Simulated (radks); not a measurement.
# As³⁻ held by a Watson sphere

Aim: the size and levels of As³⁻ inside a shell of charge +2.37 and radius R, which stands for the Madelung well of a crystal, for several R.

The numbers are computed with radks (a radial shooting solver on a logarithmic mesh, Libxc functionals) version 1 (scalar-relativistic Kohn-Sham, r2SCAN, spin-polarised, spherical densities, finite nucleus), except any that are marked as measured or tabulated.

### Step 1. The atom as given

* element: arsenic (Z = 33)
* charge: -3
* electrons: 36
* configuration: [Kr]
* nuclear rms radius: 4.0968 fm

The outer shells:

As³⁻
```
[Ar] core
3d [↑↓][↑↓][↑↓][↑↓][↑↓]
4s [↑↓]
4p [↑↓][↑↓][↑↓]
```

### Step 2. R = 2.45 bohr

Settings of this run:

```text
Z 33
configuration [Kr]
relativity scalar-relativistic
functional r2scan,r2scan
spin polarised
nucleus finite rms 4.0968 fm
c 137.035999084
watson charge 2.37 radius 2.45 bohr
```

### Step 3. R = 2.97 bohr

Input: that of step 2 with these lines changed.

```diff
@@ -7,2 +7,2 @@
 c 137.035999084
-watson charge 2.37 radius 2.45 bohr
+watson charge 2.37 radius 2.97 bohr
```

### Step 4. R = 3.78 bohr

Input: that of step 3 with these lines changed.

```diff
@@ -7,2 +7,2 @@
 c 137.035999084
-watson charge 2.37 radius 2.97 bohr
+watson charge 2.37 radius 3.78 bohr
```

### Step 5. R = 4.07 bohr

Input: that of step 4 with these lines changed.

```diff
@@ -7,2 +7,2 @@
 c 137.035999084
-watson charge 2.37 radius 3.78 bohr
+watson charge 2.37 radius 4.07 bohr
```

### Step 6. R = 4.42 bohr

Input: that of step 5 with these lines changed.

```diff
@@ -7,2 +7,2 @@
 c 137.035999084
-watson charge 2.37 radius 4.07 bohr
+watson charge 2.37 radius 4.42 bohr
```

### Step 7. R = 5.13 bohr

Input: that of step 6 with these lines changed.

```diff
@@ -7,2 +7,2 @@
 c 137.035999084
-watson charge 2.37 radius 4.42 bohr
+watson charge 2.37 radius 5.13 bohr
```

Before running it: what results should come out? Wanted: for each run, R; highest level; its <r>; sum of <r²>.

The runs gave:

```csv
R (bohr),highest level (eV),its <r> (bohr),sum of <r²> (bohr²)
2.45,-2.628,2.640,68.68
2.97,-2.147,2.844,77.62
3.78,-1.463,3.159,92.93
4.07,-1.260,3.270,98.86
4.42,-1.047,3.403,106.4
5.13,-0.713,3.668,123.1
```

From R = 2.45 to 5.13 bohr the top level moves from -2.628 to -0.713 eV and its mean radius from 2.64 to 3.67 bohr. A wider sphere makes a shallower well, so the ion swells.
